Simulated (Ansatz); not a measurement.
**CH₄OSSn: one species, many methods**

An exercise on one series of results from a longer session: the logs are not shown, and one member is left open.

Computed with Ansatz 0.2.0, Gaussian basis. Level: functionals in def2-TZVPP, the program's frozen cores in correlated methods.

Levels to be run: LDA (SPW92), PBE-D4, revPBE-D4, BLYP-D4, r2SCAN-D4, B97M-V, PBE0-D4, B3LYP-D4, r2SCANh-D4, r2SCAN0-D4, HSE06-D4, BHLYP-D4, CAM-B3LYP-D4, LC-ωPBE, ωB97X-V, ωB97M-V, B2PLYP, PBE-QIDH; CCSD(T)/def2-SVP; CCSD(T)/def2-TZVPP; MP2/def2-QZVPP; extrapolation to the limit; RPA on PBE.

### The relaxed structure

The geometry comes from an earlier relaxation with PBE0-D4 in a triple-zeta def2 set; it is a stationary point, not always the lowest conformer. Sn takes the def2 core potential; no spin-orbit term is included.

SMILES `C[S][Sn][OH]`, 8 atoms, charge 0, spin multiplicity 1.

Atoms are counted from 1 here; the program's logs count them from 0.

Bond lengths: C1–S2 1.814 Å, C1–H5 1.091 Å, C1–H6 1.090 Å, C1–H7 1.091 Å, S2–Sn3 2.440 Å, Sn3–O4 1.980 Å, O4–H8 0.961 Å. Angles: S2–C1–H5 111.4°, S2–C1–H6 107.3°, S2–C1–H7 111.4°, H5–C1–H6 108.2°, H5–C1–H7 110.1°, H6–C1–H7 108.2°, C1–S2–Sn3 105.4°, S2–Sn3–O4 98.8°, Sn3–O4–H8 117.2°.

The first run:

in.yaml reads:

```yaml
crystal:
  periodic: [false, false, false]
  atoms:
    - {symbol: C, position_ang: [-0.402936, 0.808408, 0.611018]}
    - {symbol: S, position_ang: [-1.528880, 0.160592, -0.654758]}
    - {symbol: Sn, position_ang: [-0.280900, -1.598772, -1.795881]}
    - {symbol: O, position_ang: [1.412322, -1.480495, -0.775594]}
    - {symbol: H, position_ang: [-0.123124, 0.035485, 1.327859]}
    - {symbol: H, position_ang: [-0.934888, 1.594225, 1.147122]}
    - {symbol: H, position_ang: [0.490155, 1.245253, 0.162568]}
    - {symbol: H, position_ang: [1.460448, -0.821698, -0.078134]}
basis:
  gaussian: {orbitals: def2-TZVPP}
hamiltonian: {xc: lda}
output: {orbitals: {seedname: orbitals}}
```

Run with:

```sh
ansatz run in.yaml --threads 4 --pin off --events-out ev --progress --plain --max-ram 10444MiB
```

Among the steps run: LDA; PBE-D4 (GGA); revPBE-D4 (GGA); BLYP-D4 (GGA); r2SCAN-D4 (meta-GGA); B97M-V (meta-GGA); PBE0-D4 (hybrid); B3LYP-D4 (hybrid); r2SCANh-D4 (hybrid); r2SCAN0-D4 (hybrid); HSE06-D4 (hybrid); BHLYP-D4 (hybrid); CAM-B3LYP-D4 (range-separated); LC-ωPBE (range-separated); ωB97X-V (range-separated); ωB97M-V (range-separated); B2PLYP (double hybrid); PBE-QIDH (double hybrid).

One table of the session follows, with a row left open; its other results are not shown here.

It belongs to the step «Orbital energies across the functionals». 

```
  functional  HOMO (eV)  LUMO (eV)  gap (eV)
 LDA (SPW92)      -6.03      -2.97      3.06
      PBE-D4      -5.87      -2.74      3.13
   revPBE-D4      -5.81      -2.65      3.16
     BLYP-D4      -5.71      -2.66      3.05
   r2SCAN-D4      -6.14      -2.69      3.45
      B97M-V      -6.16      -2.69      3.47
     PBE0-D4      -7.01      -2.11      4.90
    B3LYP-D4      -6.78      -2.33      4.45
  r2SCANh-D4      -6.56      -2.44      4.11
  r2SCAN0-D4          ?          ?         ?
    HSE06-D4      -6.62      -2.47      4.14
    BHLYP-D4      -7.92      -1.43      6.48
CAM-B3LYP-D4      -8.23      -1.23      7.00
     LC-ωPBE      -9.45      -0.19      9.25
     ωB97X-V      -9.15      -0.27      8.88
     ωB97M-V      -9.04      -0.41      8.63
```

Q: Estimate the row for r2SCAN0-D4 from the others.

Worked estimate for «HOMO (eV)». Against the share of exact exchange, r2SCAN-D4 (0, -6.14), r2SCANh-D4 (0.1, -6.56) give a slope of -4.20 per unit share; at 0.25 the line stands at -7.19.

As computed: HOMO (eV): -7.19; LUMO (eV): -2.08; gap (eV): 5.11. In «HOMO (eV)» the line misses by 0.00.
